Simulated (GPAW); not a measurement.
Here is a GPAW 26.7.0 calculation.

File run.py:

```python
from ase import Atoms
from ase.dft.bandgap import bandgap
from ase.io import write
from ase.units import GPa
from ase.parallel import parprint
from gpaw import GPAW, PW

atoms = Atoms(['H', 'H', 'Pb', 'Pb', 'N', 'N', 'O', 'O', 'O', 'O', 'O', 'O', 'O', 'O'],
              cell=[[4.1204, -0.00081, -0.0112],
                    [0.00404, 6.42722, 0.0536],
                    [0.02791, 3.20707, 7.74994]],
              scaled_positions=[[0.90366, 0.21821, 0.48851],
                                [0.40337, 0.78177, 0.51142],
                                [0.39455, 0.30863, 0.70725],
                                [0.89489, 0.69135, 0.29266],
                                [0.63409, 0.1999, 0.2073],
                                [0.13386, 0.80012, 0.79275],
                                [0.90829, 0.32866, 0.54369],
                                [0.53792, 0.39076, 0.19497],
                                [0.53483, 0.11279, 0.10602],
                                [0.83718, 0.08887, 0.32672],
                                [0.40817, 0.67132, 0.45624],
                                [0.03774, 0.60924, 0.8052],
                                [0.03429, 0.88737, 0.89397],
                                [0.33716, 0.91101, 0.6733]],
              pbc=True)

calc = GPAW(mode=PW(800),
            xc='LDA',
            kpts={'size': (5, 3, 3), 'gamma': True},
            occupations={'name': 'fermi-dirac', 'width': 0.05},
            nbands=73,
            convergence={'density': 1e-05, 'energy': 1e-05},
            maxiter=150,
            txt='gpaw.txt')
atoms.calc = calc
energy = atoms.get_potential_energy()
forces = atoms.get_forces()
stress = atoms.get_stress()
calc.write('gs.gpw')
write('result.traj', atoms)
parprint(f'Energy: {energy:.6f} eV')
parprint('Forces (eV/A):')
parprint(forces.round(4))
parprint('Stress (GPa):', (stress / GPa).round(3))
parprint('Fermi level:', round(calc.get_fermi_level(), 4), 'eV')
parprint(f'Gap: {bandgap(calc)[0]:.4f} eV, direct: {bandgap(calc, direct=True)[0]:.4f} eV')

path = atoms.cell.bandpath('XGY,LGZ,NGM,RG', npoints=80, eps=1e-4)
bs_calc = calc.fixed_density(kpts=path, symmetry='off', nbands=111,
                             convergence={'bands': 'CBM+6.0', 'eigenstates': 1e-6}, txt='bands.txt')
bs = bs_calc.band_structure()
bs.write('bs.json')
parprint(f'Gap on the path: {bandgap(bs_calc)[0]:.4f} eV')
```

Potentials or basis: the program's PAW data sets (release 1.2.1) made for this functional, pw.

Command:

```bash
$ OMP_NUM_THREADS=1 mpirun -n 4 gpaw python run.py
```

**Question.** Predict the pressure.

**Answer.** -6.0 GPa.

**Question.** What does it give for the band gap along the path?

**Answer.** 3.21 eV, indirect (least direct gap 3.27 eV).

Stress tensor (GPa, compression positive):
```
-5.55  0.00  0.00
 0.00 -6.79  0.01
 0.00  0.01 -5.78
```

Caveat: spin-orbit coupling is left out, which as a rule narrows the gap of such compounds by several tenths of an eV.
